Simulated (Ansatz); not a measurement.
# Si on WC(001): hop by a lattice vector of the surface, part 2 of 2

How high is the barrier for the hop by a lattice vector of the surface? Relax the two ends, then run a nudged elastic band between them. The slab cell is 2×2, and the adsorbate is set down on it by hand.

Ansatz 0.2.0; DFT PBE, plane waves, PAW, scalar-relativistic, no spin polarisation. Earlier steps stand in the parts before.

## Step 5: The output, continued: band between the two ends

The log, continued (excerpt; [...] marks lines left out):

```text
[...]
NEB point 9 about image 1
[...]
NEB point 10 about image 1
[...]
NEB point 11 about image 1
[...]
NEB point 12 about image 1
[...]
NEB point 13 about image 1
[...]
NEB point 14 about image 1
[...]
NEB point 15 about image 1
[...]
NEB point 16 about image 1
[...]
NEB point 17 about image 1
[...]
NEB point 18 about image 1
[...]
NEB point 19 about image 1
[...]
NEB point between images 0 and 1
[...]
NEB point between images 1 and 2
[...]
NEB point between images 2 and 3
[...]
NEB point between images 3 and 4
[...]
NEB point between images 0 and 1
[...]
NEB point between images 0 and 1
[...]
NEB point between images 1 and 2
[...]
NEB point between images 1 and 2
[...]
NEB point between images 2 and 3
[...]
NEB point between images 2 and 3
[...]
NEB point between images 3 and 4
[...]
NEB point between images 3 and 4
[...]
    - { symbol: C, position: [0.8333333, 0.16666670000000003, 0.1336801] }
    - { symbol: W, position: [0.5002514911198892, 0.00013011755663175302, 0.2129645918355019] }
    - { symbol: C, position: [0.8321527016089236, 0.16606823267149431, 0.2898157057511985] }
    - { symbol: W, position: [0.49738235744495835, -0.0013373943425751124, 0.37443430313227055] }
    - { symbol: C, position: [0.8366306506460164, 0.1684063342698376, 0.4359679961649439] }
    - { symbol: W, position: [0.5, 0.5000000000000001, 0.055266600000000006] }
    - { symbol: C, position: [0.8333333000000002, 0.6666667000000001, 0.1336801] }
    - { symbol: W, position: [0.500166112864787, 0.5000880194295957, 0.21208460635297838] }
    - { symbol: C, position: [0.833559648740811, 0.6667791183871747, 0.2886110409537176] }
    - { symbol: W, position: [0.5026807179828658, 0.5013539727763535, 0.36874463464741186] }
    - { symbol: C, position: [0.8313004406424604, 0.6656235416942307, 0.4347513319746356] }
    - { symbol: Si, position: [0.3426137459250289, 0.42134179956126755, 0.5073004461133688] }
```

Run time: 18 min. Hardware: 4 threads of Arm Neoverse V2, shared host; peak memory 2.5 GiB.

## Step 6: Images and barrier

Images 0 and 4 are the ends. Energies count from image 0; the path length is the program's own measure over all atoms.

| image | path (Å) | energy (eV) | C6–Si25 (Å) | C24–Si25 (Å) | Si25 x y z (Å) | band force (eV/Å) |
| --- | --- | --- | --- | --- | --- | --- |
| 0 | 0.000 | 0.0000 | 1.89 | 3.54 | 0.00 1.68 8.92 | - |
| 1* | 0.945 | 0.8834 | 1.86 | 2.79 | 0.77 2.12 9.18 | 0.034 |
| 2 | 1.823 | 0.0431 | 1.93 | 1.89 | 1.48 2.57 9.06 | 0.037 |
| 3 | 2.701 | 0.8649 | 2.89 | 1.86 | 1.46 3.39 9.16 | 0.017 |
| 4 | 3.579 | 0.0000 | 3.54 | 1.89 | 1.45 4.19 8.92 | - |

The star marks the climbing image.

image, energy (eV) and a bar:
```
        0      0.000 
        1      0.883 ##############################
        2      0.043 #
        3      0.865 #############################
        4      0.000
```

How the highest energy settled:

```csv
iteration,highest image above image 0 (eV),largest band force (eV/Å)
1,11.6379,40.816
2,3.8574,13.566
3,1.6712,7.251
4,1.0457,2.364
5,0.9143,2.472
6,0.8858,1.911
7,0.8749,1.011
8,0.8652,0.863
9,0.8711,0.329
10,0.8832,0.416
11,0.8828,0.279
12,0.8834,0.037
```

Positions of all images (Å):

```xyz
25
Lattice="5.812 0.000 0.000 -2.906 5.033 0.000 0.000 0.000 18.094" Properties=species:S:1:pos:R:3 pbc="T T T" image=0 dE=0.0000
W     0.000    0.000    1.000
C     1.453    0.839    2.419
W     0.000    0.001    3.844
C     1.461    0.834    5.239
W     0.000    0.001    6.706
C     1.434    0.850    8.015
W    -1.453    2.517    1.000
C     0.000    3.355    2.419
W    -1.452    2.516    3.844
C     0.000    3.365    5.239
W    -1.452    2.516    6.706
C     0.000    3.334    8.015
W     2.906    0.000    1.000
C     4.359    0.839    2.419
W     2.906    0.000    3.866
C     4.350    0.834    5.239
W     2.906    0.000    6.831
C     4.378    0.850    8.015
W     1.453    2.517    1.000
C     2.906    3.355    2.419
W     1.452    2.516    3.844
C     2.906    3.355    5.205
W     1.452    2.516    6.706
C     2.906    3.356    7.806
Si    0.000    1.678    8.923
25
Lattice="5.812 0.000 0.000 -2.906 5.033 0.000 0.000 0.000 18.094" Properties=species:S:1:pos:R:3 pbc="T T T" image=1 dE=0.8834
W     0.000    0.000    1.000
C     1.453    0.839    2.419
W    -0.001    0.002    3.848
C     1.455    0.831    5.227
W    -0.001    0.001    6.750
C     1.485    0.901    7.966
W    -1.453    2.517    1.000
C     0.000    3.355    2.419
W    -1.451    2.515    3.848
C    -0.005    3.361    5.227
W    -1.452    2.515    6.750
C     0.070    3.352    7.967
W     2.906    0.000    1.000
C     4.359    0.839    2.419
W     2.907    0.001    3.853
C     4.354    0.836    5.244
W     2.895   -0.007    6.775
C     4.373    0.848    7.888
W     1.453    2.517    1.000
C     2.906    3.355    2.419
W     1.454    2.517    3.837
C     2.907    3.356    5.222
W     1.465    2.523    6.672
C     2.897    3.350    7.866
Si    0.767    2.121    9.179
25
Lattice="5.812 0.000 0.000 -2.906 5.033 0.000 0.000 0.000 18.094" Properties=species:S:1:pos:R:3 pbc="T T T" image=2 dE=0.0431
W     0.000    0.000    1.000
C     1.453    0.839    2.419
W     0.001    0.008    3.854
C     1.462    0.832    5.221
W     0.032    0.010    6.779
C     1.460    0.969    7.991
W    -1.453    2.517    1.000
C     0.000    3.355    2.419
W    -1.448    2.518    3.855
C     0.002    3.368    5.219
W    -1.428    2.547    6.781
C     0.096    3.330    7.993
W     2.906    0.000    1.000
C     4.359    0.839    2.419
W     2.913    0.007    3.856
C     4.371    0.848    5.264
W     2.912    0.004    6.782
C     4.350    0.869    7.874
W     1.453    2.517    1.000
C     2.906    3.355    2.419
W     1.458    2.521    3.825
C     2.930    3.373    5.220
W     1.465    2.535    6.603
C     2.835    3.336    7.980
Si    1.484    2.572    9.060
25
Lattice="5.812 0.000 0.000 -2.906 5.033 0.000 0.000 0.000 18.094" Properties=species:S:1:pos:R:3 pbc="T T T" image=3 dE=0.8649
W     0.000    0.000    1.000
C     1.453    0.839    2.419
W    -0.001   -0.011    3.848
C     1.455    0.820    5.221
W    -0.001   -0.030    6.748
C     1.455    0.807    7.852
W    -1.453    2.517    1.000
C     0.000    3.355    2.419
W    -1.452    2.506    3.854
C    -0.005    3.339    5.228
W    -1.450    2.495    6.777
C     0.035    3.257    7.969
W     2.906    0.000    1.000
C     4.359    0.839    2.419
W     2.909   -0.011    3.848
C     4.361    0.828    5.245
W     2.912   -0.031    6.748
C     4.361    0.778    7.905
W     1.453    2.517    1.000
C     2.906    3.355    2.419
W     1.454    2.506    3.839
C     2.916    3.339    5.228
W     1.456    2.474    6.677
C     2.877    3.257    7.968
Si    1.456    3.387    9.164
25
Lattice="5.812 0.000 0.000 -2.906 5.033 0.000 0.000 0.000 18.094" Properties=species:S:1:pos:R:3 pbc="T T T" image=4 dE=0.0000
W     0.000    0.000    1.000
C     1.453    0.839    2.419
W    -0.001    0.000    3.844
C     1.453    0.839    5.205
W    -0.001    0.000    6.706
C     1.453    0.840    7.806
W    -1.453    2.517    1.000
C     0.000    3.355    2.419
W    -1.453    2.517    3.866
C    -0.008    3.351    5.239
W    -1.453    2.517    6.831
C     0.019    3.367    8.015
W     2.906    0.000    1.000
C     4.359    0.839    2.419
W     2.907    0.000    3.844
C     4.359    0.849    5.239
W     2.906    0.000    6.706
C     4.359    0.818    8.015
W     1.453    2.517    1.000
C     2.906    3.355    2.419
W     1.453    2.517    3.844
C     2.914    3.351    5.239
W     1.453    2.518    6.706
C     2.887    3.367    8.015
Si    1.453    4.195    8.923
```

## Step 7: Outcome

The summary covers parts 1 to 2.

| quantity | value |
| --- | --- |
| end A | 13 moves, 5.796 eV lower |
| barrier forwards | 0.88 eV |
| barrier backwards | 0.88 eV |
| second end relative to first | 0.000 eV |
| highest image | 1 of 0 to 4, climbing |
| band iterations | 12 |
| lowest curvatures at the top | -3.63 and 1.27 eV/Å² |

The barrier from the first end is 0.88 eV, 34 times kT at 300 K. The ends differ by 1 meV at most. Image 2 sits in a dip between two rises: the path passes through another minimum, and each half would need a band of its own. The program found one negative curvature at the climbing image, so it is a first-order saddle. The value is not shown to be converged in cell size (25 atoms) or k-mesh.
